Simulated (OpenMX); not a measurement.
Crystal: NbTe.

```
Nb Te
1.0
     3.42570    0.00000    0.00000
     0.00000    3.42570    0.00000
     0.00000    0.00000    3.42570
Nb Te
1 1
Cartesian
  1.7128 1.7128 1.7128
  0.0000 0.0000 0.0000
```

The cell was built by a generator and needn't be a form met in nature.

Base run:

| Property | Result |
| --- | --- |
| Program | OpenMX 3.8.5 |
| Functional | LDA |
| Potentials or basis | OpenMX 2013 LDA set, Nb7.0-s3p2d2, Te7.0-s3p2d2f1, grid cutoff 500 Ry |
| k mesh | 7 × 7 × 7 |
| Occupations | fermi-dirac, width 0.05 eV |
| Spin | no spin polarisation |

Its results: pressure -4.4 GPa.

The run is repeated on the same cell with these changes: functional from LDA to PBE; potentials or basis from OpenMX 2013 LDA set, Nb7.0-s3p2d2, Te7.0-s3p2d2f1, grid cutoff 500 Ry to OpenMX 2013 PBE set, Nb7.0-s3p2d2, Te7.0-s3p2d2f1, grid cutoff 500 Ry. What comes out?

Pressure 3.2 GPa.

Caveats: the basis of atomic orbitals isn't converged, which shifts pressures, moduli and gaps.

Not every run made on this cell is shown here.
